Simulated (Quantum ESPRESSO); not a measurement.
The system is Ti.

```
Ti
1.0
     0.00000    2.02500    2.02500
     2.02500    0.00000    2.02500
     2.02500    2.02500    0.00000
Ti
1
Direct
  0.00000 0.00000 0.00000
```

The cell was built by a generator and needn't be a form met in nature.

Base run:

```yaml
Program: Quantum ESPRESSO 7.5
Functional: LDA
Potentials_or_basis: GBRV 1.5 LDA
Cutoff: 612 eV
Density_cutoff: 4898 eV
k_mesh: 16 × 16 × 16
Occupations: methfessel-paxton, width 0.1 eV
Spin: no spin polarisation
```

Its results: band gap on the k mesh none (metal or under the smearing width); pressure -4.1 GPa.

The run is repeated on the same cell with these changes: functional from LDA to PBEsol; potentials or basis from GBRV 1.5 LDA to GBRV 1.5 PBEsol. What comes out?

Band gap on the k mesh none (metal or under the smearing width); pressure 0.5 GPa.
